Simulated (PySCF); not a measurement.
# Bi₃N: one geometry, several methods

Aim: at the PBE0 minimum of singlet Bi₃N, found before, compare methods on energies and levels.

Program: PySCF 2.14.0. Level of theory: several methods, basis N def2-SVP, Bi def2-SVP with ECP60, scalar-relativistic core potentials, no spin–orbit coupling, density fitting. These are calculated values, not measurements.

## 1. The system as given

4 atoms, charge 0, spin multiplicity 1.

Bond lengths: N1–Bi2 2.287 Å, N1–Bi3 2.287 Å, N1–Bi4 2.287 Å, Bi2–Bi3 2.917 Å, Bi2–Bi4 2.917 Å, Bi3–Bi4 2.917 Å. Angles: Bi2–N1–Bi3 79.3°, Bi2–N1–Bi4 79.3°, Bi3–N1–Bi4 79.3°, N1–Bi2–Bi3 50.4°, N1–Bi2–Bi4 50.4°, Bi3–Bi2–Bi4 60.0°, N1–Bi3–Bi2 50.4°, N1–Bi3–Bi4 50.4°, Bi2–Bi3–Bi4 60.0°, N1–Bi4–Bi2 50.4°, N1–Bi4–Bi3 50.4°, Bi2–Bi4–Bi3 60.0°.

Coordinates in bohr (charge 0 multiplicity 1):
```
N     0.0000    0.0000   -2.8600
Bi    3.1830    0.0000    0.0637
Bi   -1.5915    2.7566    0.0637
Bi   -1.5915   -2.7566    0.0637
```

## 2. Real-space pictures of the lowest minimum

The plane holds N1 at (0.00, 0.00), Bi2 at (2.29, 0.00), Bi3 at (0.43, 2.25) Å. Columns run from x = -1.95 to 4.65 Å, rows from y = 4.65 (top) to -1.95 Å, in steps of 0.3 Å. Electrons inside core potentials are absent.

Density (cut at 5 e/Å³):

Ten steps from '0' (0.000 e/Å³) to '9' (5.000 e/Å³), finer at the low end (step k begins (100^(k/10) - 1)/99 of the way up):
```
00000000000000000000000
00000000000000000000000
00000011110000000000000
00001122221100000000000
00011234443210000000000
00012456665321000000000
00123579997532100000000
00124699999642110000000
00124799099643210000000
00124699999643211000000
00123579997543322100000
00113456665444433210000
00113455544445554321000
00123566544467886431000
00135788754589999642100
00136899865699599742100
00136899865699599742100
00135788754589999642100
00023566543467886431000
00012333322345554321000
00000111111223332210000
00000000000111111100000
00000000000000000000000
```

ELF (0 where the density is under 0.005 e/Å³):

Ten even steps from '0' (0.00) to '9' (0.91):
```
00000000000000000000000
00001222221100000000000
00023455544321000000000
00245666665532100000000
02467765556654210000000
03567644444565431000000
13576446764456543100000
13565468685356654210000
13564474077346665420000
12454368585346665432000
01244336763356666543100
00123322222455556654200
00123443222333334565310
00136888632224443465410
00258987863247885456420
01379811783268067456520
01489911784268067456520
01479988984247885456520
00368999864334544566420
00146777533444445676310
00013343212355667764200
00000110001245666653100
00000000000124555421000
```

Lowest empty orbital at -1.71 eV (sign arbitrary; one member if degenerate):

Ten even steps from '0' (-0.39 Å^-3/2) to '9' (0.39 Å^-3/2):
```
44444444445555555555555
44444444445555555555555
44444444455555555555555
44443344455555555555555
44333334455655555555544
44333334456666555554444
43332345456666555544444
43332357425766555444444
43332357425766554444444
43333345346765444444444
44333344566654433344444
44444445565543323334444
44445555555432222233444
44455666544322222233444
44556786433334764333444
45556894233347585444444
45556750123455445444455
45555542234554235555555
45555443344566566665555
45555444445667777665555
44554444455667777665555
44444445555666666665555
44455555555566666655555
```

Making the fields ran for 2.6 s (2 threads of Arm Neoverse V2, shared host).

## 3. PBE0

One driver script runs all steps and calls PySCF; scf.py shows the equivalent input of each level. Each SCF starts from the density of the minimum. The driver also runs the species with one electron less or more at the same geometry; their logs are not shown.

The input, scf.py:

```python
from pyscf import gto, scf, dft
mol = gto.M(atom='''
N     -0.000001    -0.000000    -1.513456
Bi     1.684378     0.000011     0.033712
Bi    -0.842198     1.458708     0.033713
Bi    -0.842179    -1.458719     0.033714''',
    basis={'N': 'def2-SVP', 'Bi': 'def2-SVP'},
    ecp={'Bi': 'def2-SVP'},
    charge=0, spin=0)
mf = dft.RKS(mol, xc='PBE0')
mf.grids.atom_grid = (75, 302)
aux = {'N': 'def2-universal-JKFIT', 'Bi': 'def2-universal-JKFIT'}
mf = mf.density_fit(auxbasis=aux)
mf.conv_tol = 1e-08
mf.diis_space = 10
mf.max_cycle = 60
mf.verbose = 4
mf.kernel()
```

On the command line:

```bash
OMP_NUM_THREADS=2 python axn.py task.json out
```

The log of the run:

```text
init E= -698.576324972031
  HOMO = -0.216927243557776  LUMO = -0.0629524928457393  gap/eV = 4.18987
cycle= 1 E= -698.576324969421  delta_E= 2.61e-09  |g|= 9.47e-05  |ddm|= 0.000155
  HOMO = -0.216922374496294  LUMO = -0.0629526026652541  gap/eV = 4.18973
Extra cycle  E= -698.576324939664  delta_E= 2.98e-08  |g|= 0.000333  |ddm|= 0.000453
converged SCF energy = -698.576324939664
```

This level, with the species of one electron less or more, took 4.1 s.

* energy: -698.576325 Eh
* one electron less (charge +1): -698.297140 Eh (doublet, ⟨S²⟩ 0.77)
* one electron more (charge -1): -698.582792 Eh (doublet, ⟨S²⟩ 0.77)
* Mulliken charge of N1: -0.62 e

## 4. HF

Edit scf.py of step 3 so:

```diff
@@ -10,2 +10 @@
-mf = dft.RKS(mol, xc='PBE0')
-mf.grids.atom_grid = (75, 302)
+mf = scf.RHF(mol)
```

The log of the run, shortened:

```text
[... the frontier levels of the middle cycles are left out ...]
init E= -695.002911190704
  HOMO = -0.260744859934399  LUMO = 0.0370029893223736  gap/eV = 8.10213
cycle= 1 E= -695.028822240763  delta_E= -0.0259  |g|= 0.065  |ddm|= 0.805
  HOMO = -0.274701704661516  LUMO = 0.0276266814567731  gap/eV = 8.22677
cycle= 2 E= -695.030722577007  delta_E= -0.0019  |g|= 0.022  |ddm|= 0.141
  HOMO = -0.271994236012414  LUMO = 0.0304866002011025  gap/eV = 8.23092
cycle= 3 E= -695.031005255512  delta_E= -0.000283  |g|= 0.00964  |ddm|= 0.0678
cycle= 4 E= -695.031074273445  delta_E= -6.9e-05  |g|= 0.00404  |ddm|= 0.0271
cycle= 5 E= -695.03108397384  delta_E= -9.7e-06  |g|= 0.00259  |ddm|= 0.00963
cycle= 6 E= -695.031090182398  delta_E= -6.21e-06  |g|= 0.000691  |ddm|= 0.00856
cycle= 7 E= -695.031091085822  delta_E= -9.03e-07  |g|= 0.000295  |ddm|= 0.0037
cycle= 8 E= -695.031091295256  delta_E= -2.09e-07  |g|= 0.000157  |ddm|= 0.00162
cycle= 9 E= -695.031091367118  delta_E= -7.19e-08  |g|= 5.13e-05  |ddm|= 0.00118
cycle= 10 E= -695.031091373264  delta_E= -6.15e-09  |g|= 1.97e-05  |ddm|= 0.000345
  HOMO = -0.273836799569237  LUMO = 0.0297407911208815  gap/eV = 8.26077
Extra cycle  E= -695.031091373648  delta_E= -3.83e-10  |g|= 1.43e-05  |ddm|= 6.63e-05
converged SCF energy = -695.031091373648
```

This level, with the species of one electron less or more, took 7.7 s.

```
energy                        : -695.031091 Eh
one electron less (charge +1) : -694.805576 Eh (doublet, ⟨S²⟩ 0.86)
one electron more (charge -1) : -695.021169 Eh (doublet, ⟨S²⟩ 0.94)
Mulliken charge of N1         : -0.80 e
```

## 5. PBE

Edit scf.py of step 4 so:

```diff
@@ -10 +10,2 @@
-mf = scf.RHF(mol)
+mf = dft.RKS(mol, xc='PBE')
+mf.grids.atom_grid = (75, 302)
```

The log of the run, shortened:

```text
[... the frontier levels of the middle cycles are left out ...]
init E= -698.673121718536
  HOMO = -0.186238303376783  LUMO = -0.0844114712114384  gap/eV = 2.77085
cycle= 1 E= -698.67613921934  delta_E= -0.00302  |g|= 0.0359  |ddm|= 0.359
  HOMO = -0.187566184516802  LUMO = -0.0855999977315712  gap/eV = 2.77464
cycle= 2 E= -698.663985582304  delta_E= 0.0122  |g|= 0.217  |ddm|= 0.234
  HOMO = -0.186123648014636  LUMO = -0.0834958934226154  gap/eV = 2.79264
cycle= 3 E= -698.676469787831  delta_E= -0.0125  |g|= 0.0186  |ddm|= 0.171
cycle= 4 E= -698.6765774608  delta_E= -0.000108  |g|= 0.00438  |ddm|= 0.0231
cycle= 5 E= -698.676583033981  delta_E= -5.57e-06  |g|= 0.000779  |ddm|= 0.00557
cycle= 6 E= -698.676583006598  delta_E= 2.74e-08  |g|= 0.000679  |ddm|= 0.00191
cycle= 7 E= -698.676583225732  delta_E= -2.19e-07  |g|= 9.59e-05  |ddm|= 0.00126
cycle= 8 E= -698.676583229374  delta_E= -3.64e-09  |g|= 1.02e-05  |ddm|= 0.00017
  HOMO = -0.186377402816673  LUMO = -0.0837826220791805  gap/eV = 2.79175
Extra cycle  E= -698.676583229305  delta_E= 6.96e-11  |g|= 1.67e-05  |ddm|= 4.27e-05
converged SCF energy = -698.676583229305
```

This level, with the species of one electron less or more, took 55 s.

| Quantity | Value |
| --- | --- |
| energy | -698.676583 Eh |
| one electron less (charge +1) | -698.399367 Eh (doublet, ⟨S²⟩ 0.75) |
| one electron more (charge -1) | -698.679455 Eh (doublet, ⟨S²⟩ 0.76) |
| Mulliken charge of N1 | -0.56 e |

## 6. B3LYP

Edit scf.py of step 5 so:

```diff
@@ -10 +10 @@
-mf = dft.RKS(mol, xc='PBE')
+mf = dft.RKS(mol, xc='B3LYP')
```

The log of the run, shortened:

```text
[... the frontier levels of the middle cycles are left out ...]
init E= -698.842281308743
  HOMO = -0.207992385588633  LUMO = -0.0677472310862966  gap/eV = 3.81627
cycle= 1 E= -698.842399131619  delta_E= -0.000118  |g|= 0.0683  |ddm|= 0.193
  HOMO = -0.204320949158401  LUMO = -0.0680822299229994  gap/eV = 3.70724
cycle= 2 E= -698.823395405011  delta_E= 0.019  |g|= 0.278  |ddm|= 0.286
  HOMO = -0.210195681212481  LUMO = -0.0694105027141823  gap/eV = 3.83096
cycle= 3 E= -698.843409080992  delta_E= -0.02  |g|= 0.0197  |ddm|= 0.247
cycle= 4 E= -698.84353062523  delta_E= -0.000122  |g|= 0.0025  |ddm|= 0.0234
cycle= 5 E= -698.843532352353  delta_E= -1.73e-06  |g|= 0.000365  |ddm|= 0.00453
cycle= 6 E= -698.843532385241  delta_E= -3.29e-08  |g|= 0.000188  |ddm|= 0.000859
cycle= 7 E= -698.843532392742  delta_E= -7.5e-09  |g|= 0.000131  |ddm|= 0.000496
cycle= 8 E= -698.843532400375  delta_E= -7.63e-09  |g|= 2.29e-05  |ddm|= 0.000227
  HOMO = -0.209173684048466  LUMO = -0.0687286007220051  gap/eV = 3.82171
Extra cycle  E= -698.843532398039  delta_E= 2.34e-09  |g|= 9.64e-05  |ddm|= 0.00011
converged SCF energy = -698.843532398039
```

This level, with the species of one electron less or more, ran for 7.8 s (2 threads of Arm Neoverse V2, shared host).

| Item | Value |
| --- | --- |
| energy | -698.843532 Eh |
| one electron less (charge +1) | -698.565268 Eh (doublet, ⟨S²⟩ 0.77) |
| one electron more (charge -1) | -698.848598 Eh (doublet, ⟨S²⟩ 0.76) |
| Mulliken charge of N1 | -0.60 e |

## 7. r2SCAN

Edit scf.py of step 6 so:

```diff
@@ -10,2 +10,2 @@
-mf = dft.RKS(mol, xc='B3LYP')
-mf.grids.atom_grid = (75, 302)
+mf = dft.RKS(mol, xc='R2SCAN')
+mf.grids.atom_grid = (90, 434)
```

The log of the run, shortened:

```text
[... the frontier levels of the middle cycles are left out ...]
init E= -698.909829310015
  HOMO = -0.195762861642585  LUMO = -0.0831598730787499  gap/eV = 3.06408
cycle= 1 E= -698.911130648713  delta_E= -0.0013  |g|= 0.0197  |ddm|= 0.171
  HOMO = -0.19667298806842  LUMO = -0.0834064356855558  gap/eV = 3.08214
cycle= 2 E= -698.908536006644  delta_E= 0.00259  |g|= 0.0999  |ddm|= 0.112
  HOMO = -0.19554636630461  LUMO = -0.0825927533353359  gap/eV = 3.07362
cycle= 3 E= -698.911248137541  delta_E= -0.00271  |g|= 0.00683  |ddm|= 0.0834
cycle= 4 E= -698.911263350827  delta_E= -1.52e-05  |g|= 0.00222  |ddm|= 0.0126
cycle= 5 E= -698.911264759543  delta_E= -1.41e-06  |g|= 0.000307  |ddm|= 0.0033
cycle= 6 E= -698.911264727197  delta_E= 3.23e-08  |g|= 0.000382  |ddm|= 0.00104
cycle= 7 E= -698.911264793749  delta_E= -6.66e-08  |g|= 8.1e-05  |ddm|= 0.000749
cycle= 8 E= -698.911264796536  delta_E= -2.79e-09  |g|= 1.51e-05  |ddm|= 0.000143
  HOMO = -0.195054248470483  LUMO = -0.0822454339453757  gap/eV = 3.06968
Extra cycle  E= -698.911264795024  delta_E= 1.51e-09  |g|= 7.65e-05  |ddm|= 8.31e-05
converged SCF energy = -698.911264795024
```

This level, with the species of one electron less or more, took 38 s.

* energy: -698.911265 Eh
* one electron less (charge +1): -698.630015 Eh (doublet, ⟨S²⟩ 0.77)
* one electron more (charge -1): -698.918130 Eh (doublet, ⟨S²⟩ 0.77)
* Mulliken charge of N1: -0.61 e

## 8. TPSSh

Edit scf.py of step 7 so:

```diff
@@ -10 +10 @@
-mf = dft.RKS(mol, xc='R2SCAN')
+mf = dft.RKS(mol, xc='TPSSH')
```

The log of the run, shortened:

```text
[... the frontier levels of the middle cycles are left out ...]
init E= -698.450058355992
  HOMO = -0.200204823103952  LUMO = -0.0738569642465213  gap/eV = 3.43810
cycle= 1 E= -698.450923056852  delta_E= -0.000865  |g|= 0.0284  |ddm|= 0.12
  HOMO = -0.200412478393314  LUMO = -0.0741995450148059  gap/eV = 3.43443
cycle= 2 E= -698.449206670951  delta_E= 0.00172  |g|= 0.0858  |ddm|= 0.101
  HOMO = -0.201009125859873  LUMO = -0.0744495744044741  gap/eV = 3.44386
cycle= 3 E= -698.450842788381  delta_E= -0.00164  |g|= 0.0293  |ddm|= 0.0957
cycle= 4 E= -698.45108426174  delta_E= -0.000241  |g|= 0.00185  |ddm|= 0.0304
cycle= 5 E= -698.451085275543  delta_E= -1.01e-06  |g|= 0.000346  |ddm|= 0.00311
cycle= 6 E= -698.45108529097  delta_E= -1.54e-08  |g|= 0.000252  |ddm|= 0.000883
cycle= 7 E= -698.451085315275  delta_E= -2.43e-08  |g|= 0.000107  |ddm|= 0.000579
cycle= 8 E= -698.451085320178  delta_E= -4.9e-09  |g|= 2.38e-05  |ddm|= 0.000183
  HOMO = -0.200070816067703  LUMO = -0.073731544513225  gap/eV = 3.43787
Extra cycle  E= -698.451085316778  delta_E= 3.4e-09  |g|= 0.000116  |ddm|= 0.000123
converged SCF energy = -698.451085316778
```

This level, with the species of one electron less or more, took 17 s.

- energy: -698.451085 Eh
- one electron less (charge +1): -698.173039 Eh (doublet, ⟨S²⟩ 0.77)
- one electron more (charge -1): -698.454989 Eh (doublet, ⟨S²⟩ 0.76)
- Mulliken charge of N1: -0.60 e

## 9. wB97X

Edit scf.py of step 8 so:

```diff
@@ -10,2 +10,2 @@
-mf = dft.RKS(mol, xc='TPSSH')
-mf.grids.atom_grid = (90, 434)
+mf = dft.RKS(mol, xc='WB97X')
+mf.grids.atom_grid = (75, 302)
```

The log of the run, shortened:

```text
[... the frontier levels of the middle cycles are left out ...]
init E= -698.695590776781
  HOMO = -0.278150831251851  LUMO = 0.00043327565549654  gap/eV = 7.58066
cycle= 1 E= -698.698964452506  delta_E= -0.00337  |g|= 0.0495  |ddm|= 0.243
  HOMO = -0.280461463626091  LUMO = -0.000929002849966927  gap/eV = 7.60647
cycle= 2 E= -698.697442572611  delta_E= 0.00152  |g|= 0.0943  |ddm|= 0.13
  HOMO = -0.281885361493143  LUMO = -0.00140786410557928  gap/eV = 7.63218
cycle= 3 E= -698.699697654896  delta_E= -0.00226  |g|= 0.00888  |ddm|= 0.0823
cycle= 4 E= -698.699729215389  delta_E= -3.16e-05  |g|= 0.00277  |ddm|= 0.0187
cycle= 5 E= -698.699733699867  delta_E= -4.48e-06  |g|= 0.000748  |ddm|= 0.00777
cycle= 6 E= -698.699734527175  delta_E= -8.27e-07  |g|= 0.000257  |ddm|= 0.00359
cycle= 7 E= -698.699734632591  delta_E= -1.05e-07  |g|= 6.21e-05  |ddm|= 0.00141
cycle= 8 E= -698.699734639708  delta_E= -7.12e-09  |g|= 2.44e-05  |ddm|= 0.000361
  HOMO = -0.28162347520337  LUMO = -0.000748066551647638  gap/eV = 7.64301
Extra cycle  E= -698.699734640363  delta_E= -6.55e-10  |g|= 1.96e-05  |ddm|= 9.05e-05
converged SCF energy = -698.699734640363
```

This level, with the species of one electron less or more, took 11 s.

* energy: -698.699735 Eh
* one electron less (charge +1): -698.426262 Eh (doublet, ⟨S²⟩ 0.78)
* one electron more (charge -1): -698.704048 Eh (doublet, ⟨S²⟩ 0.78)
* Mulliken charge of N1: -0.63 e

## 10. BHandHLYP

Edit scf.py of step 9 so:

```diff
@@ -10 +10 @@
-mf = dft.RKS(mol, xc='WB97X')
+mf = dft.RKS(mol, xc='BHANDHLYP')
```

The log of the run, shortened:

```text
[... the frontier levels of the middle cycles are left out ...]
init E= -698.215253269273
  HOMO = -0.23631253686208  LUMO = -0.0357013279276537  gap/eV = 5.45891
cycle= 1 E= -698.217101883047  delta_E= -0.00185  |g|= 0.0545  |ddm|= 0.256
  HOMO = -0.238948906428484  LUMO = -0.0382054267968155  gap/eV = 5.46251
cycle= 2 E= -698.212616789064  delta_E= 0.00449  |g|= 0.141  |ddm|= 0.166
  HOMO = -0.240433368723871  LUMO = -0.0387886732447099  gap/eV = 5.48703
cycle= 3 E= -698.217845728443  delta_E= -0.00523  |g|= 0.0101  |ddm|= 0.126
cycle= 4 E= -698.217874763415  delta_E= -2.9e-05  |g|= 0.00215  |ddm|= 0.0149
cycle= 5 E= -698.217876604318  delta_E= -1.84e-06  |g|= 0.000512  |ddm|= 0.00403
cycle= 6 E= -698.217876785336  delta_E= -1.81e-07  |g|= 0.000183  |ddm|= 0.0015
cycle= 7 E= -698.217876821051  delta_E= -3.57e-08  |g|= 7.58e-05  |ddm|= 0.000763
cycle= 8 E= -698.217876825056  delta_E= -4e-09  |g|= 4.38e-05  |ddm|= 0.000237
  HOMO = -0.239679012818436  LUMO = -0.0381461311305164  gap/eV = 5.48399
Extra cycle  E= -698.217876824423  delta_E= 6.33e-10  |g|= 7.23e-05  |ddm|= 0.000194
converged SCF energy = -698.217876824423
```

This level, with the species of one electron less or more, ran for 10 s (2 threads of Arm Neoverse V2, shared host).

- energy: -698.217877 Eh
- one electron less (charge +1): -697.948335 Eh (doublet, ⟨S²⟩ 0.79)
- one electron more (charge -1): -698.221938 Eh (doublet, ⟨S²⟩ 0.78)
- Mulliken charge of N1: -0.67 e

## 11. All levels side by side

| level | atomisation energy (kJ/mol) | vertical ionisation energy (eV) | vertical electron affinity (eV) | −ε(HOMO) (eV) | gap (eV) | dipole (D) | wall time |
| --- | --- | --- | --- | --- | --- | --- | --- |
| PBE0 | 675 | 7.60 | 0.18 | 5.90 | 4.19 | 1.98 | 4.1 s |
| HF | -207 | 6.14 | -0.27 | 7.45 | 8.26 | 2.58 | 7.7 s |
| PBE | 830 | 7.54 | 0.08 | 5.07 | 2.79 | 1.73 | 55 s |
| B3LYP | 699 | 7.57 | 0.14 | 5.69 | 3.82 | 1.96 | 7.8 s |
| r2SCAN | – | 7.65 | 0.19 | 5.31 | 3.07 | 1.88 | 38 s |
| TPSSh | 737 | 7.57 | 0.11 | 5.44 | 3.44 | 1.87 | 17 s |
| wB97X | 745 | 7.44 | 0.12 | 7.66 | 7.64 | 2.18 | 11 s |
| BHandHLYP | 518 | 7.33 | 0.11 | 6.52 | 5.48 | 2.24 | 10 s |

Times are for 2 threads of Arm Neoverse V2, shared host; PBE0 starts from its own converged density, so its time is not comparable. A dash stands where a species or a free atom was not run at that level, or the quantity is not defined.

Atomisation goes to high-spin atoms in their ground configurations, run at the same level, without zero-point energy.

## 12. What came out

```
                         quantity                           value
        atomisation energy, range   -207 (HF) to 830 (PBE) kJ/mol
vertical ionisation energy, range   6.14 (HF) to 7.65 (r2SCAN) eV
vertical electron affinity, range  -0.27 (HF) to 0.19 (r2SCAN) eV
               orbital gap, range      2.79 (PBE) to 8.26 (HF) eV
```

In words: The atomisation energy spreads over 1037 kJ/mol, from HF to PBE; without a CCSD(T) value for it there is no yardstick here. Without diffuse functions electron affinities tend to come out too low. With an element this heavy the missing spin–orbit coupling can shift these numbers.
